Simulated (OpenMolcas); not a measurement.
# F, step by step

Aim: a series of 9 runs (ROHF/6-31G*, CASSCF(7,4)/6-31G*, CASPT2(7,4)/6-31G*, CASPT2[IPEA 0](7,4)/6-31G*, SC-NEVPT2(7,4)/6-31G*, PC-NEVPT2(7,4)/6-31G*, MC-PDFT[tPBE](7,4)/6-31G*, MC-PDFT[ftPBE](7,4)/6-31G*, and more) of F. 

The results are computed with OpenMolcas 26.06.

88 further runs of the same task are left out: 88 set aside as unsound or not needed.

## (1) A single-point energy at ROHF/6-31G(d) (spherical functions) (run 1)

Input file step1.inp:

```
* F Hartree-Fock
>>> EXPORT MOLCAS_PRINT=2
&GATEWAY
BasLib=$CurrDir
Coord
1
angstrom
F        0.000000       0.000000       0.000000
Basis=6-31Gs
Group=NoSym
&SEWARD
&SCF
UHF
Spin=2
PrOrbitals=1
&RASSCF
FileOrb=$Project.UnaOrb
Spin=2
Nactel=1 0 0
Inactive=4
Ras2=1
OutOrbitals=Canonical
OrbListing=NoCore
```

The basis set 6-31G* is read from a file made from the Basis Set Exchange's data (not shown).

Command:

```
$ export MOLCAS_MEM=1860
$ pymolcas step1.inp > step1.log
```

Log:

```text
--- Start Module: gateway ---
[...]
--- Stop Module: gateway /rc=_RC_ALL_IS_WELL_ ---
[...]
      Basis functions           14
[...]
--- Start Module: scf ---
[...]
       Convergence after   9 Iterations
[...]
::    Total SCF energy                                -99.3634120219
[...]
      Total spin, S                                     0.5013122723
[...]
--- Stop Module: scf /rc=_RC_ALL_IS_WELL_ ---
--- Start Module: rasscf ---
[...]
      Number of active orbitals                  1
[...]
      Spin quantum number                      0.5
[...]
      Active orbitals                            1
[...]
      Number of CSFs                             1
[...]
      Number of root(s) required                 1
[...]
      Convergence after  5 iterations
[...]
      printout of CI-coefficients larger than  0.05 for root  1
      energy=     -99.360261
      conf/sym  1     Coeff  Weight
             1  u   1.00000 1.00000
      Natural orbitals and occupation numbers for root  1
      sym 1:   1.000000
      ************************************************************************************************************************
      *                                                    Final results                                                     *
[...]
::    RASSCF root number  1 Total energy:    -99.36026111
[...]
      Total electronic charge=    9.000000
      Total            charge=   -0.000000
[...]
      Dipole Moment (debye):
      Origin of the operator (angstrom)=    0.0000    0.0000    0.0000
                   X=  3.6818E-16               Y=  9.2770E-16               Z=  6.3946E-16           Total=  1.1854E-15
      Quadrupole Moment (debye*angstrom):
[...]
--- Stop Module: rasscf /rc=_RC_ALL_IS_WELL_ ---
[...]
```

Wall time 2.9 s (1 thread of Intel Xeon Platinum 8259CL at 2.50GHz (Skylake/Cascade Lake), shared host); peak memory 0.37 GiB.

## (2) The F atom: a single-point energy at CASSCF(7,4)/6-31G(d) (spherical functions) (run 2)

Input file step2.input:

```
* F CASSCF

&GATEWAY
 BasLib
 $CurrDir
 Coord
 1
 angstrom
 F        0.000000       0.000000       0.000000
 Basis
 6-31Gs
 Group
 NoSym

&SEWARD

&RASSCF
 FileOrb
 $CurrDir/step1.RasOrb
 Spin
 2
 Nactel
 7 0 0
 Inactive
 1
 Ras2
 4
 OrbListing
 NoCore
```

The basis set 6-31G* is read from a file made from the Basis Set Exchange's data (not shown).

Run the same way, it converges to -99.36026 Eh (log not shown).

Runs 3 to 5 aren't shown in full; the table further down has their settings and results.

## (3) The F atom: a single-point energy at PC-NEVPT2(7,4)/6-31G(d) (spherical functions) (run 6)

Input file step6.inp:

```
* F NEVPT2
>>> EXPORT MOLCAS_PRINT=2

&gateway
 baslib=$CurrDir
 coord
 1
 angstrom
 F        0.000000       0.000000       0.000000
 basis=6-31Gs
 group=NoSym

&seward

&rasscf
 fileorb=$CurrDir/step2.RasOrb
 spin=2
 nactel=7 0 0
 inactive=1
 ras2=4
 orblisting=NoCore

&caspt2
 pc-nevpt2
 frozen=1
```

The basis set 6-31G* is read from a file made from the Basis Set Exchange's data (not shown).

Run the same way, it converges to -99.46985 Eh (log not shown).

Runs 7 to 8 aren't shown in full; the table further down has their settings and results.

## (4) The F atom: the energy at MRCI(7,4)/6-31G(d) (spherical functions) (run 9)

Input file step9.inp:

```
>>> EXPORT MOLCAS_PRINT=2

&gateway
 baslib
 $CurrDir
 coord
 1
 angstrom
 F        0.000000       0.000000       0.000000
 basis
 6-31Gs
 group
 NoSym

&seward

&rasscf
 fileorb
 $CurrDir/step2.RasOrb
 spin
 2
 nactel
 7 0 0
 inactive
 1
 ras2
 4
 orblisting
 NoCore

&motra
 lumorb
 frozen
 1

&guga
 electrons
 7
 spin
 2
 inactive
 0
 active
 4
 ciall
 1

&mrci
 sdci
```

The basis set 6-31G* is read from a file made from the Basis Set Exchange's data (not shown).

Run the same way, it converges to -99.49308 Eh (log not shown).

## (5) Overview of the runs

```
run                                             level   active rule  inactive  energy (Eh)  dipole moment (D) of the reference  wall time
  1                 ROHF/6-31G* (spherical functions)             –         –   -99.360261                                0.00      2.9 s
  2          CASSCF(7,4)/6-31G* (spherical functions)  full valence         1   -99.360261                                0.00      2.7 s
  3          CASPT2(7,4)/6-31G* (spherical functions)  full valence         1   -99.487836                                0.00        3 s
  4  CASPT2[IPEA 0](7,4)/6-31G* (spherical functions)  full valence         1   -99.489791                                0.00      2.2 s
  5       SC-NEVPT2(7,4)/6-31G* (spherical functions)  full valence         1   -99.469539                                0.00      2.2 s
  6       PC-NEVPT2(7,4)/6-31G* (spherical functions)  full valence         1   -99.469854                                0.00      2.3 s
  7   MC-PDFT[tPBE](7,4)/6-31G* (spherical functions)  full valence         1   -99.603299                                0.00      2.7 s
  8  MC-PDFT[ftPBE](7,4)/6-31G* (spherical functions)  full valence         1   -99.634097                                0.00      2.7 s
  9            MRCI(7,4)/6-31G* (spherical functions)  full valence         1   -99.493076                                0.00      2.5 s
```

## (6) Outcome

| quantity | value |
| --- | --- |
| F atom, run 9: total energy | -99.49308 Eh |
| F atom, run 9: dipole moment (CASSCF density) | 0.00 D |

In words: Below the ROHF energy at the same shape and in the same basis (6-31G*): CASSCF(7,4) +0.0 mEh; CASPT2(7,4) -127.6 mEh; CASPT2[IPEA 0](7,4) -129.5 mEh; SC-NEVPT2(7,4) -109.3 mEh; PC-NEVPT2(7,4) -109.6 mEh; MRCI(7,4) -132.8 mEh. Active-space methods hold only the correlation inside their space unless a perturbation or CI step follows. All runs together took 23 s, the longest 3 s.
